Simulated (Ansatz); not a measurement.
This script drives Ansatz 0.2.0 through its Python package.

The script, `drho_hf3be.py`:
```python
import warnings

import ansatz
import numpy as np

vectors0 = np.array([
    [-2.092, 2.092, 4.353046],
    [2.092, -2.092, 4.353046],
    [2.092, 2.092, -4.353046],
])
sites = [
    ('Hf', [0.75, 0.25, 0.5]),
    ('Hf', [0.25, 0.75, 0.5]),
    ('Hf', [0.5, 0.5, 0.0]),
    ('Be', [0.0, 0.0, 0.0]),
]


def on_lattice(cell):
    crystal = ansatz.Crystal(lattice=ansatz.Lattice.of(cell))
    for symbol, position in sites:
        crystal = crystal.atom(symbol, position)
    return crystal


def main() -> None:
    warnings.simplefilter('ignore', ansatz.DeckWarning)

    def solve(crystal):
        return (
            crystal.calculation()
            .functional('lda')
            .occupations('Marzari-Vanderbilt', width=100 * ansatz.meV)
            .basis(460, grid_basis='typed')
            .kpoints(8, 8, 8)
            .density()
            .run(threads=1)
        )


    whole = solve(on_lattice(vectors0))
    difference = whole.density().channels[0].density_e_per_ang3.copy()
    binding = whole.report['free_energy_ev']
    for element in ['Hf', 'Be']:
        part = ansatz.Crystal(lattice=ansatz.Lattice.of(vectors0))
        for symbol, position in sites:
            if symbol == element:
                part = part.atom(symbol, position)
        alone = solve(part)
        difference -= alone.density().channels[0].density_e_per_ang3
        binding -= alone.report['free_energy_ev']
        print(f'{element} sublattice: {alone.report["n_electrons"]:g} electrons, {alone.report["n_iterations"]} iterations')

    voxel = abs(np.linalg.det(vectors0)) / difference.size
    print(f'energy of the crystal less its unpolarised sublattices: {binding / len(sites):.4f} eV/atom')
    print(f'net charge of the difference {difference.sum() * voxel:.5f} e, charge rearranged {0.5 * np.abs(difference).sum() * voxel:.3f} e')
    print(f'extremes {difference.min():.4f} and {difference.max():.4f} e/A^3')
    for (symbol, position) in sites:
        index = tuple(int(round(p * n)) % n for p, n in zip(position, difference.shape))
        print(f'  change of the pseudo-density at the grid point nearest {symbol}: {difference[index]:+.4f} e/A^3')
    profile = difference.mean(axis=(0, 1))
    print('planar mean along the third vector:', np.round(profile[:: max(len(profile) // 12, 1)], 4))


if __name__ == '__main__':
    main()
```

It is started by `python drho_hf3be.py`. How long does it take on 1 thread of Arm Neoverse N1, with other jobs on the host, and how much memory does it need?

It took about 48 s, with a peak of 0.52 GiB, for 3 runs of the engine.

```console
$ python drho_hf3be.py
Hf sublattice: 78 electrons, 6 iterations
Be sublattice: 2 electrons, 5 iterations
energy of the crystal less its unpolarised sublattices: -1.5121 eV/atom
net charge of the difference -0.00000 e, charge rearranged 0.421 e
extremes -0.0447 and 0.0415 e/A^3
  change of the pseudo-density at the grid point nearest Hf: -0.0447 e/A^3
  change of the pseudo-density at the grid point nearest Hf: -0.0447 e/A^3
  change of the pseudo-density at the grid point nearest Hf: -0.0394 e/A^3
  change of the pseudo-density at the grid point nearest Be: -0.0203 e/A^3
planar mean along the third vector: [ 0.0032  0.0022 -0.0001 -0.0016 -0.0013 -0.0005 -0.0002 -0.0003 -0.0003
 -0.0011 -0.0017 -0.0008  0.0015  0.0031]
```

Spin-orbit coupling, which matters for elements this heavy, is left out. The fields are valence quantities on the plane-wave grid; their values near the nuclei depend on the potentials. This cell is a computed structure, which may not be the phase found in nature. Charge moved counts every rearrangement, bonding and polarisation too, and is no transfer between atoms; the bare sublattices are artificial references. Values near the nuclei depend on the potentials.
